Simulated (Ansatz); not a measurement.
# YSi2: the cost of one run

Program: Ansatz 0.2.0. Level of theory: DFT PBEsol, scalar-relativistic, plane waves, PAW. These are calculated values, not measurements.

### 1 The starting structure

The structure is hexagonal, space group P6/mmm (No. 191). Conventional cell: a = 4.075 Å, b = 4.075 Å, c = 3.883 Å, α = 90.00°, β = 90.00°, γ = 120.00°. Y (site symmetry 6/mmm) has 12 Si at 3.05 Å as nearest neighbours. Around Si (site symmetry -6m2) lie 3 Si at 2.35 Å and 6 Y at 3.05 Å.

Structure file:

```cif
data_structure
_symmetry_space_group_name_H-M 'P 1'
_symmetry_Int_Tables_number 1
_cell_length_a 4.0751
_cell_length_b 4.0751
_cell_length_c 3.8832
_cell_angle_alpha 90.000
_cell_angle_beta 90.000
_cell_angle_gamma 120.000
_cell_volume 55.85
loop_
_atom_site_label
_atom_site_type_symbol
_atom_site_fract_x
_atom_site_fract_y
_atom_site_fract_z
_atom_site_occupancy
Y1 Y 0.00000 0.00000 0.00000 1
Si1 Si 0.33333 0.66667 0.50000 1
Si2 Si 0.66667 0.33333 0.50000 1
```

An earlier run at PBEsol left this cell at 18.616 Å³/atom and 0.01 GPa (10×10×8 mesh).

The changes: atom 3 (Si) moved 0.08 Å along x; strain e2 = +0.01, atoms carried along.

### 2 Atom 3 (Si) moved 0.08 Å along x

File input.yaml:

```yaml
crystal:
  lattice:
    - [4.0751285066, 0.0, 0.0]
    - [-2.0375642533, 3.5291648104, 0.0]
    - [0.0, 0.0, 3.8832122667]
  atoms:
    - { symbol: "Y", position: [0.0, 0.0, 0.0] }
    - { symbol: Si, position: [0.3333333333, 0.6666666667, 0.5] }
    - { symbol: Si, position: [0.6862979494, 0.3333333333, 0.5] }
basis:
  ecutwfc: 420
  ecutrho_ratio: 4
kpoints:
  mp_grid: { grid: [10, 10, 8] }
hamiltonian:
  xc: pbesol
scf:
  occupations: { method: gaussian, width: 0.05 }
output:
  forces: true
  stress: true
  eigenvalues: true
```

What time and memory should one allow on 4 threads of an Arm CPU, shared host?

About 8.6 s, with a peak of 0.53 GiB.
